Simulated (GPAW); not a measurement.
Zr3S2:

```
Zr S
1.0
     2.90254    1.67578    3.48777
    -2.90254    1.67578    3.48777
     0.00000   -3.35156    3.48777
Zr S
3 2
Direct
  0.83873 0.50000 0.16127
  0.50000 0.16127 0.83873
  0.16127 0.83873 0.50000
  0.66502 0.66502 0.66502
  0.33498 0.33498 0.33498
```

The cell comes from a database or a generator and needn't be the stable form of this composition.

Base run:

```yaml
Program: GPAW 26.7.0
Functional: PBEsol
Potentials_or_basis: PAW data sets generated in the run's folder for this functional
Cutoff: 600 eV
Basis: pw
k_mesh: 4 × 4 × 4
Occupations: fermi-dirac, width 0.05 eV
Spin: no spin polarisation
```

Its results: pressure -5.5 GPa; largest force 0.125 eV/Å.

Q: The run is repeated on the same cell with these changes: functional from PBEsol to LDA; potentials or basis from PAW data sets generated in the run's folder for this functional to the program's PAW data sets (release 1.2.1) made for this functional. What comes out?

A: Pressure -8.2 GPa; largest force 0.163 eV/Å.
